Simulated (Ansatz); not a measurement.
# C₇H₁₄O₂: a ladder of functionals and wavefunction methods

An exercise on one series of results from a longer session: the logs are not shown, and one member is left open.

Program: Ansatz 0.2.0, Gaussian basis. Level of theory: functionals in def2-TZVPP, the program's frozen cores in correlated methods. These are calculated values, not measurements.

Plan: LDA (SPW92), PBE-D4, revPBE-D4, BLYP-D4, r2SCAN-D4, B97M-V, PBE0-D4, B3LYP-D4, r2SCANh-D4, r2SCAN0-D4, HSE06-D4, BHLYP-D4, CAM-B3LYP-D4, LC-ωPBE, ωB97X-V, ωB97M-V, B2PLYP, PBE-QIDH; CCSD(T)/def2-SVP; MP2/def2-TZVPP; MP2/def2-QZVPP; RPA on PBE.

1 further run of the same task is left out (it didn't finish).

**The geometry**

The geometry comes from an earlier relaxation with PBE0-D4 in a triple-zeta def2 set; it is a stationary point, not always the lowest conformer.

SMILES `COC(=O)CC(C)(C)C`, 23 atoms, charge 0, spin multiplicity 1.

Atoms are counted from 1 here; the program's logs count them from 0.

Bond lengths: C1–O2 1.423 Å, C1–H10 1.091 Å, C1–H11 1.088 Å, C1–H12 1.091 Å, O2–C3 1.342 Å, C3–O4 1.203 Å, C3–C5 1.501 Å, C5–C6 1.544 Å, C5–H13 1.092 Å, C5–H14 1.093 Å, C6–C7 1.525 Å, C6–C8 1.526 Å, C6–C9 1.526 Å, C7–H15 1.093 Å, C7–H16 1.091 Å, C7–H17 1.093 Å, C8–H18 1.093 Å, C8–H19 1.093 Å and more. Angles: O2–C1–H10 110.7°, O2–C1–H11 105.9°, O2–C1–H12 110.7°, H10–C1–H11 110.4°, H10–C1–H12 108.6°, H11–C1–H12 110.5°, C1–O2–C3 115.2°, O2–C3–O4 122.8°, O2–C3–C5 111.6°, O4–C3–C5 125.6°, C3–C5–C6 113.5°, C3–C5–H13 108.9°, C3–C5–H14 107.5°, C6–C5–H13 109.3°, C6–C5–H14 108.9°, H13–C5–H14 108.6°, C5–C6–C7 110.7°, C5–C6–C8 110.2° and more.

Set-up of the first run:

Contents of in.yaml:

```yaml
crystal:
  periodic: [false, false, false]
  atoms:
    - {symbol: C, position_ang: [-2.598771, -1.831990, 1.392074]}
    - {symbol: O, position_ang: [-2.073745, -0.822835, 0.537518]}
    - {symbol: C, position_ang: [-1.079060, -0.090702, 1.062487]}
    - {symbol: O, position_ang: [-0.666115, -0.257744, 2.180195]}
    - {symbol: C, position_ang: [-0.558800, 0.919164, 0.081312]}
    - {symbol: C, position_ang: [0.808363, 0.538733, -0.526964]}
    - {symbol: C, position_ang: [1.902165, 0.583751, 0.535279]}
    - {symbol: C, position_ang: [0.741765, -0.856569, -1.141684]}
    - {symbol: C, position_ang: [1.121242, 1.558673, -1.617983]}
    - {symbol: H, position_ang: [-1.823168, -2.551283, 1.659944]}
    - {symbol: H, position_ang: [-3.390244, -2.319339, 0.826923]}
    - {symbol: H, position_ang: [-2.997399, -1.392217, 2.307343]}
    - {symbol: H, position_ang: [-1.288810, 1.042304, -0.720858]}
    - {symbol: H, position_ang: [-0.459132, 1.870314, 0.610645]}
    - {symbol: H, position_ang: [1.992464, 1.586923, 0.960895]}
    - {symbol: H, position_ang: [1.695529, -0.106127, 1.354475]}
    - {symbol: H, position_ang: [2.866118, 0.317968, 0.092784]}
    - {symbol: H, position_ang: [-0.063343, -0.929841, -1.877568]}
    - {symbol: H, position_ang: [0.572210, -1.622231, -0.379936]}
    - {symbol: H, position_ang: [1.682990, -1.094254, -1.643969]}
    - {symbol: H, position_ang: [1.145460, 2.574169, -1.212878]}
    - {symbol: H, position_ang: [0.372793, 1.529470, -2.414778]}
    - {symbol: H, position_ang: [2.097498, 1.353652, -2.065253]}
basis:
  gaussian: {orbitals: def2-TZVPP}
hamiltonian: {xc: lda}
output: {orbitals: {seedname: orbitals}}
```

Launch:

```
> ansatz run in.yaml --threads 5 --pin off --events-out ev --progress --plain --max-ram 66560MiB --backend cuda --devices 0, --max-vram 37GiB
```

Steps of the session up to this table: LDA; PBE-D4 (GGA); revPBE-D4 (GGA); BLYP-D4 (GGA); r2SCAN-D4 (meta-GGA); B97M-V (meta-GGA); PBE0-D4 (hybrid); B3LYP-D4 (hybrid); r2SCANh-D4 (hybrid); r2SCAN0-D4 (hybrid); HSE06-D4 (hybrid); BHLYP-D4 (hybrid); CAM-B3LYP-D4 (range-separated); LC-ωPBE (range-separated); ωB97X-V (range-separated); ωB97M-V (range-separated); B2PLYP (double hybrid); PBE-QIDH (double hybrid).

One of the session's tables, all rows but one given; the rest of the session is left out.

It belongs to the step «Frontier levels by functional». 

| functional | HOMO (eV) | gap (eV) |
| --- | --- | --- |
| LDA (SPW92) | -6.38 | 5.26 |
| PBE-D4 | -6.16 | 5.33 |
| revPBE-D4 | -6.07 | 5.35 |
| BLYP-D4 | -6.08 | 5.35 |
| r2SCAN-D4 | -6.48 | 5.91 |
| B97M-V | -6.65 | 6.14 |
| PBE0-D4 | -7.80 | 8.08 |
| B3LYP-D4 | -7.56 | 7.56 |
| r2SCANh-D4 | ? | ? |
| r2SCAN0-D4 | -8.03 | 8.48 |
| HSE06-D4 | -7.39 | 7.29 |
| BHLYP-D4 | -9.39 | 10.79 |
| CAM-B3LYP-D4 | -9.29 | 10.72 |
| LC-ωPBE | -10.59 | 13.28 |
| ωB97X-V | -10.28 | 12.84 |
| ωB97M-V | -10.23 | 12.53 |

Estimate the missing values for r2SCANh-D4.

Worked estimate for «HOMO (eV)». Against the share of exact exchange, r2SCAN-D4 (0, -6.48), r2SCAN0-D4 (0.25, -8.03) give a slope of -6.20 per unit share; at 0.1 the line stands at -7.10.

**Answer.** HOMO (eV): -7.10; gap (eV): 6.94. In «HOMO (eV)» the line misses by 0.00.
